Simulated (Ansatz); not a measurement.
# AsH5Si: molecular dynamics

All numbers below are computed with Ansatz 0.2.0 (RKS B3LYP-D4/def2-SVP).

## 1. The system as given

Bond lengths: Si1–As2 2.291 Å, Si1–H3 1.533 Å, Si1–H4 1.433 Å, Si1–H5 1.519 Å, As2–H6 1.580 Å, As2–H7 1.583 Å. Angles: Si1–As2–H6 93.7°, Si1–As2–H7 92.4°, H6–As2–H7 92.7°, As2–Si1–H3 110.0°, As2–Si1–H4 110.5°, As2–Si1–H5 109.5°, H3–Si1–H4 112.8°, H3–Si1–H5 104.9°, H4–Si1–H5 108.9°.

Structure file:

```xyz
7

Si   -0.5515   -0.5419   -0.3710
As    0.9199    0.2089    1.2170
H    -1.9721   -0.5771    0.2045
H    -0.1296   -1.8109   -0.8869
H    -0.6176    0.4555   -1.5144
H     0.3749    1.6912    1.1689
H     2.0372    0.5064    0.1362
```

## 2. Relaxing the start

Contents of input.yaml:

```yaml
crystal:
  periodic: [false, false, false]
  atoms:
    - { symbol: Si, position_ang: [-0.5515, -0.5419, -0.371] }
    - { symbol: As, position_ang: [0.9199, 0.2089, 1.217] }
    - { symbol: H, position_ang: [-1.9721, -0.5771, 0.2045] }
    - { symbol: H, position_ang: [-0.1296, -1.8109, -0.8869] }
    - { symbol: H, position_ang: [-0.6176, 0.4555, -1.5144] }
    - { symbol: H, position_ang: [0.3749, 1.6912, 1.1689] }
    - { symbol: H, position_ang: [2.0372, 0.5064, 0.1362] }
basis:
  gaussian: { orbitals: def2-SVP }
hamiltonian:
  xc: b3lyp
  dispersion: d4
relax:
  f_tol: 0.02
  max_steps: 40
output:
  orbitals: {}
```

Command:

```
$ ansatz run input.yaml --threads 1 --pin off --max-ram 2048MiB --backend cpu --events-out ev --progress --plain --runs-dir out
```

What time and memory should one allow on 1 thread of Arm Neoverse V1, shared host?

About 11 s, with a peak of 0.14 GiB.
